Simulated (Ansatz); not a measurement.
# AlH3S (SMILES [AlH2][SH]) at CCSD/def2-TZVP

Aim: the electronic atomisation energy of AlH3S at CCSD/def2-TZVP, from 4 runs. 

The calculation is run with Ansatz 0.2.0.

48 further runs of the same task are left out: 48 set aside as unsound or not needed.

## 1. The structure to begin with

AlH3S: 5 atoms, total charge 0, spin state singlet. As SMILES, `[AlH2][SH]`. The coordinates come from a PBE0-D4/def2-TZVP relaxation.

Bond lengths: Al1–S2 2.181 Å, Al1–H3 1.579 Å, Al1–H4 1.581 Å, S2–H5 1.344 Å. Angles: Al1–S2–H5 93.7°, S2–Al1–H3 116.5°, S2–Al1–H4 118.9°, H3–Al1–H4 124.6°.

## 2. A single-point energy at CCSD/def2-TZVP

The input, run.yaml:

```yaml
crystal:
  periodic: [false, false, false]
  atoms:
    - {symbol: Al, position_ang: [-0.616100, -0.064200, -0.181700]}
    - {symbol: S, position_ang: [1.129100, -0.343100, 1.096600]}
    - {symbol: H, position_ang: [-1.981700, -0.650100, 0.351100]}
    - {symbol: H, position_ang: [-0.441100, 0.696000, -1.556400]}
    - {symbol: H, position_ang: [1.959700, 0.287800, 0.249000]}
basis:
  gaussian: {orbitals: def2-TZVP}
magnetization: {spin_polarized: false}
correlation: {method: ccsd, frozen_orbitals: {Al: 5, H: 0, S: 5}}
accuracy: high
scf: {omitted_lower_state_checks: [cluster_reference, increment]}
```

Run with:

```bash
$ ansatz run run.yaml --threads 1 --pin off --max-ram 3480MiB --events-out events.jsonl --progress --plain --runs-dir runs
```

Output:

```text
Warning: RAYON_NUM_THREADS=1 ignored (pool sized by the plan → 1); use --threads N
Functional definition: HF
  name "HF"
  exchange = exact_x
  correlation = 0
these checks for a lower state are left out or cut short: cluster_reference, increment
1572 factors; integrals over basis functions are off by at most 3.5e-9 eV
mean field evaluation 1: about -17448.3171 eV, gradient 1.4e1 eV
mean field evaluation 2: about -17448.3229 eV, gradient 1.4e1 eV
mean field evaluation 4: about -17449.2320 eV, gradient 1.7e0 eV
mean field evaluation 8: about -17449.2489 eV, gradient 1.0e-1 eV
mean field evaluation 16: about -17449.2489 eV, gradient 1.5e-8 eV
mean field -17449.24894879 eV, -641.2480713425 hartree, gradient 1.5e-8 eV, S^2 0.000000; 0 other end points of the search recorded, 0 dependent functions left out
10 core orbitals not correlated: weight in the atoms' cores, before any rotation towards them, 1.000 or more for the frozen orbitals, at most 0.000 for the correlated occupied ones
reference -17449.24894879 eV, -641.2480713425 hartree; 6, 6 occupied and 76, 76 virtual orbitals, 1572 factors
second order -6.80942520 eV of doubles, -0.00000000 eV of singles
cycle   1  -7.52628913 eV  change   -7.2e-1 eV  update   6.6e-2
cycle   2  -7.79591019 eV  change   -2.7e-1 eV  update   2.1e-2
cycle   3  -7.81698544 eV  change   -2.1e-2 eV  update   7.2e-3
cycle   4  -7.81451173 eV  change    2.5e-3 eV  update   2.6e-3
cycle   5  -7.81381091 eV  change    7.0e-4 eV  update   9.4e-4
cycle   6  -7.81367812 eV  change    1.3e-4 eV  update   3.2e-4
cycle   7  -7.81371210 eV  change   -3.4e-5 eV  update   1.0e-4
cycle   8  -7.81373732 eV  change   -2.5e-5 eV  update   3.6e-5
cycle   9  -7.81373160 eV  change    5.7e-6 eV  update   1.1e-5
cycle  10  -7.81373100 eV  change    6.0e-7 eV  update   3.1e-6
cycle  11  -7.81373188 eV  change   -8.8e-7 eV  update   9.2e-7
cycle  12  -7.81373204 eV  change   -1.7e-7 eV  update   3.0e-7
cycle  13  -7.81373219 eV  change   -1.4e-7 eV  update   9.5e-8
cycle  14  -7.81373220 eV  change   -1.1e-8 eV  update   4.2e-8
cycle  15  -7.81373219 eV  change    1.2e-8 eV  update   2.5e-8
cycle  16  -7.81373220 eV  change   -1.0e-8 eV  update   1.8e-8
cycle  17  -7.81373202 eV  change    1.7e-7 eV  update   1.1e-7
cycle  18  -7.81373200 eV  change    2.0e-8 eV  update   2.7e-8
cycle  19  -7.81373200 eV  change    8.0e-9 eV  update   7.2e-9
cycle  20  -7.81373200 eV  change   5.0e-10 eV  update   2.2e-9
cycle  21  -7.81373200 eV  change   7.5e-11 eV  update  6.7e-10
Total energy: -17457.06268079 eV, -641.5352206969 hartree
Checks for a lower state left out: cluster_reference, increment
```

Wall time 7.8 s (1 thread of Arm Neoverse V1, shared host); peak memory 0.49 GiB.

## 3. The Al atom, same level

The input, run.yaml:

```yaml
crystal:
  periodic: [false, false, false]
  atoms:
    - {symbol: Al, position_ang: [0.000000, 0.000000, 0.000000]}
basis:
  gaussian: {orbitals: def2-TZVP}
magnetization: {spin_polarized: true, initial_magnetization: 1}
correlation: {method: ccsd, frozen_orbitals: {Al: 5}}
accuracy: high
scf: {omitted_lower_state_checks: [cluster_reference, increment]}
```

Run the same way, it converges to -241.92473 Eh (log not shown).

## 4. The H atom: the energy at UHF/def2-TZVP

The input, molecule.yaml:

```yaml
crystal:
  periodic: [false, false, false]
  atoms:
    - {symbol: H, position_ang: [0.000000, 0.000000, 0.000000]}
basis:
  gaussian: {orbitals: def2-TZVP}
hamiltonian: {xc: hf}
magnetization: {spin_polarized: true, initial_magnetization: 1}
accuracy: high
```

Run the same way, it converges to -0.49981 Eh (log not shown).

## 5. The S atom

The input, in.yaml:

```yaml
basis:
  gaussian: {orbitals: def2-TZVP}
crystal:
  periodic: [false, false, false]
  atoms:
    - symbol: S
      position_ang: [0.000000, 0.000000, 0.000000]
total_charge: 0
magnetization: {spin_polarized: true, initial_magnetization: 2}
correlation: {method: ccsd, frozen_orbitals: {S: 5}}
accuracy: high
scf: {omitted_lower_state_checks: [cluster_reference, increment]}
```

Run with:

```bash
$ ansatz run in.yaml --threads 1 --pin off --max-ram 3480MiB --events-out events.jsonl --progress --plain --runs-dir runs
```

Output:

```text
Warning: RAYON_NUM_THREADS=1 ignored (pool sized by the plan → 1); use --threads N
[... 4 set-up lines as earlier in the session ...]
these checks for a lower state are left out or cut short: cluster_reference, increment
366 factors; integrals over basis functions are off by at most 2.7e-9 eV
mean field evaluation 1: about -10816.3111 eV, gradient 5.5e0 eV
mean field evaluation 2: about -10816.3118 eV, gradient 5.5e0 eV
mean field evaluation 4: about -10816.5740 eV, gradient 6.5e-1 eV
mean field evaluation 8: about -10816.5792 eV, gradient 1.3e-3 eV
mean field evaluation 16: about -10816.5792 eV, gradient 3.7e-2 eV
mean field evaluation 32: about -10816.5792 eV, gradient 1.1e-3 eV
mean field -10816.57923247 eV, -397.5019550526 hartree, gradient 4.6e-8 eV, S^2 2.011968; 3 other end points of the search recorded, 0 dependent functions left out
5 core orbitals not correlated: weight in the atoms' cores, before any rotation towards them, 1.000 or more for the frozen orbitals, at most 0.000 for the correlated occupied ones
reference -10816.57923247 eV, -397.5019550526 hartree; 4, 2 occupied and 28, 30 virtual orbitals, 366 factors
second order -3.10662885 eV of doubles, -0.00000000 eV of singles
cycle   1  -3.59668549 eV  change   -4.9e-1 eV  update   4.6e-2
cycle   2  -3.75030246 eV  change   -1.5e-1 eV  update   1.6e-2
cycle   3  -3.75829704 eV  change   -8.0e-3 eV  update   3.3e-3
cycle   4  -3.75832632 eV  change   -2.9e-5 eV  update   4.9e-4
cycle   5  -3.75819763 eV  change    1.3e-4 eV  update   1.1e-4
cycle   6  -3.75825610 eV  change   -5.8e-5 eV  update   3.2e-5
cycle   7  -3.75825185 eV  change    4.3e-6 eV  update   9.1e-6
cycle   8  -3.75824998 eV  change    1.9e-6 eV  update   2.4e-6
cycle   9  -3.75825068 eV  change   -7.0e-7 eV  update   4.3e-7
cycle  10  -3.75825062 eV  change    5.7e-8 eV  update   7.9e-8
cycle  11  -3.75825062 eV  change    8.7e-9 eV  update   1.9e-8
cycle  12  -3.75825059 eV  change    2.2e-8 eV  update   1.1e-8
cycle  13  -3.75825046 eV  change    1.4e-7 eV  update   2.7e-8
cycle  14  -3.75825043 eV  change    2.7e-8 eV  update   7.5e-9
cycle  15  -3.75825043 eV  change    1.1e-9 eV  update   1.6e-9
cycle  16  -3.75825043 eV  change  -5.4e-10 eV  update  3.2e-10
Total energy: -10820.33748290 eV, -397.6400682084 hartree
Checks for a lower state left out: cluster_reference, increment
```

Wall time 0.58 s (1 thread of Arm Neoverse V1, shared host); peak memory 0.093 GiB.

## 6. Results

Level: CCSD/def2-TZVP, 10 core orbitals frozen.

| quantity | value |
| --- | --- |
| molecule: total energy | -641.53522 Eh |
| molecule: correlation energy (10 core orbitals frozen) | -287.1 mEh |
| molecule: T1 diagnostic | 0.011 |
| Al atom: total energy | -241.92473 Eh |
| Al atom: correlation energy (5 core orbitals frozen) | -50.4 mEh |
| Al atom: ⟨S²⟩ of the reference determinant | 0.770 |
| Al atom: T1 diagnostic | 0.018 |
| H atom: total energy | -0.49981 Eh |
| H atom: ⟨S²⟩ | 0.750 |
| S atom: total energy | -397.64007 Eh |
| S atom: correlation energy (5 core orbitals frozen) | -138.1 mEh |
| S atom: ⟨S²⟩ of the reference determinant | 2.012 |
| S atom: T1 diagnostic | 0.010 |
| electronic atomisation energy | 12.816 eV |

In words: Taking the molecule apart into free atoms costs 12.82 eV (296 kcal/mol), before zero-point energy and without spin-orbit coupling.
